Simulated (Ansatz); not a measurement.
# SnGe2: the cost of one run

Computed with Ansatz 0.2.0 (DFT PBE, scalar-relativistic, plane waves, PAW, unless a step's input says otherwise).

### Step 1. The system as given

The structure is tetragonal, space group P4/mmm (No. 123). Conventional cell: a = 3.746 Å, b = 3.746 Å, c = 5.080 Å, α = 90.00°, β = 90.00°, γ = 90.00°. Sn (site symmetry 4/mmm) is surrounded by 8 Ge at 3.16 Å. Ge (site symmetry mmm) has 4 Ge at 2.65 Å and 4 Sn at 3.16 Å in its first shell of neighbours.

As a file:

```xyz
3
Lattice="3.7460 0.0000 0.0000 0.0000 3.7460 0.0000 0.0000 0.0000 5.0805" Properties=species:S:1:pos:R:3 pbc="T T T"
Sn    1.8730    1.8730    0.0000
Ge    0.0000    1.8730    2.5402
Ge    1.8730    0.0000    2.5402
```

A structure generator made this guess: random cell by space group and Wyckoff sites (P4/mmm, No. 123). The dimensions are guesses.

### Step 2. The guess as it stands, on a coarse mesh

Input file input.yaml:

```yaml
crystal:
  lattice:
    - [3.74599316, 0.0, 0.0]
    - [0.0, 3.74599316, 0.0]
    - [0.0, 0.0, 5.08046771]
  atoms:
    - { symbol: Sn, position: [0.5, 0.5, 0.0] }
    - { symbol: Ge, position: [0.0, 0.5, 0.5] }
    - { symbol: Ge, position: [0.5, 0.0, 0.5] }
basis:
  ecutwfc: 420
kpoints:
  mp_grid: { grid: [4, 4, 4] }
hamiltonian:
  xc: pbe
scf:
  occupations: { method: gaussian, width: 0.1 }
  lower_state_search: "off"
output:
  forces: true
  stress: true
  eigenvalues: true
```

Command:

```
$ ansatz run input.yaml --threads 1 --pin off --max-ram 2560MiB --backend cpu --events-out ev --progress --plain --runs-dir out
```

Q: Estimate wall time and peak memory on 1 thread of Intel Xeon at 2.50GHz (Skylake/Cascade Lake), shared host.

About 3.9 s, with a peak of 0.37 GiB.
